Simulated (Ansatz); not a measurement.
# ClFH10Si4: the cost of one run

Method: PBE0-D4, def2-SVP first, then def2-TZVP; program: Ansatz 0.2.0, Gaussian basis.

152 further runs of the same task are left out: 152 set aside as unsound or not needed. Runs told in other sessions of the task aren't counted.

### Step 1. The starting structure

The guess: 16 atoms, charge 0, spin multiplicity 1.

Atoms are counted from 1 here; the program's logs count them from 0.

Bond lengths: Si1–Si3 2.329 Å, Si1–Si4 2.330 Å, Si1–F5 1.644 Å, Si2–H8 1.465 Å, Si2–H9 1.466 Å, Si2–H10 1.467 Å, Si3–H11 1.462 Å, Si3–H12 1.469 Å, Si3–H13 1.464 Å, Si4–H14 1.469 Å, Si4–H15 1.463 Å, Si4–H16 1.462 Å. Angles: Si3–Si1–Si4 129.3°, Si3–Si1–F5 105.1°, Si4–Si1–F5 105.2°, H8–Si2–H9 106.6°, H8–Si2–H10 104.8°, H9–Si2–H10 103.8°, Si1–Si3–H11 111.5°, Si1–Si3–H12 112.3°, Si1–Si3–H13 108.8°, H11–Si3–H12 107.6°, H11–Si3–H13 110.0°, H12–Si3–H13 106.5°, Si1–Si4–H14 112.1°, Si1–Si4–H15 108.7°, Si1–Si4–H16 111.6°, H14–Si4–H15 106.5°, H14–Si4–H16 107.6°, H15–Si4–H16 110.2°.

Coordinates:

```
atom     x (Å)     y (Å)     z (Å)
 Si1   0.16360   0.67830   0.04790
 Si2   1.62340  -1.47170  -0.39880
 Si3  -1.08820   1.11890  -1.86650
 Si4  -0.50510   0.66780   2.27960
  F5   1.42930   1.72590  -0.01880
  H6  -0.16410  -1.59210  -0.13410
 Cl7  -1.79210  -1.77410   0.11600
  H8   2.52220  -1.32130   0.74880
  H9   2.31200  -0.88120  -1.55030
 H10   1.62410  -2.90930  -0.68950
 H11  -1.07850  -0.01690  -2.78760
 H12  -0.59010   2.28990  -2.60000
 H13  -2.46270   1.42960  -1.47000
 H14   0.13700   1.73920   3.05360
 H15  -1.94530   0.91800   2.33770
 H16  -0.18540  -0.60100   2.93210
```

Distances that are to change: Si1–Cl7 3.14 Å, Si2–H6 1.81 Å, Si1–Si2 2.64 Å, H6–Cl7 1.66 Å.

### Step 2. Constrained relaxation of the guess

hold/in.yaml

```yaml
crystal:
  periodic: [false, false, false]
  atoms:
    - {symbol: Si, position_ang: [0.163600, 0.678300, 0.047900]}
    - {symbol: Si, position_ang: [1.623400, -1.471700, -0.398800]}
    - {symbol: Si, position_ang: [-1.088200, 1.118900, -1.866500]}
    - {symbol: Si, position_ang: [-0.505100, 0.667800, 2.279600]}
    - {symbol: F, position_ang: [1.429300, 1.725900, -0.018800]}
    - {symbol: H, position_ang: [-0.164100, -1.592100, -0.134100]}
    - {symbol: Cl, position_ang: [-1.792100, -1.774100, 0.116000]}
    - {symbol: H, position_ang: [2.522200, -1.321300, 0.748800]}
    - {symbol: H, position_ang: [2.312000, -0.881200, -1.550300]}
    - {symbol: H, position_ang: [1.624100, -2.909300, -0.689500]}
    - {symbol: H, position_ang: [-1.078500, -0.016900, -2.787600]}
    - {symbol: H, position_ang: [-0.590100, 2.289900, -2.600000]}
    - {symbol: H, position_ang: [-2.462700, 1.429600, -1.470000]}
    - {symbol: H, position_ang: [0.137000, 1.739200, 3.053600]}
    - {symbol: H, position_ang: [-1.945300, 0.918000, 2.337700]}
    - {symbol: H, position_ang: [-0.185400, -0.601000, 2.932100]}
basis:
  gaussian: {orbitals: def2-SVP}
hamiltonian: {xc: pbe0, dispersion: d4}
relax: {f_tol: 0.04, max_steps: 150, escape_saddle: false, constraints: [{distance: [0, 6]}, {distance: [1, 5]}, {distance: [0, 1]}, {distance: [5, 6]}]}
```

Command:

```bash
ansatz run in.yaml --threads 4 --pin off --events-out ev --progress --plain --max-ram 66560MiB --backend cuda --devices 0, --max-vram 37GiB
```

**Question.** How long does this run take on 1 × a share of an NVIDIA H100 with 4 threads of AMD EPYC 7R13, shared host?

About 36 s.
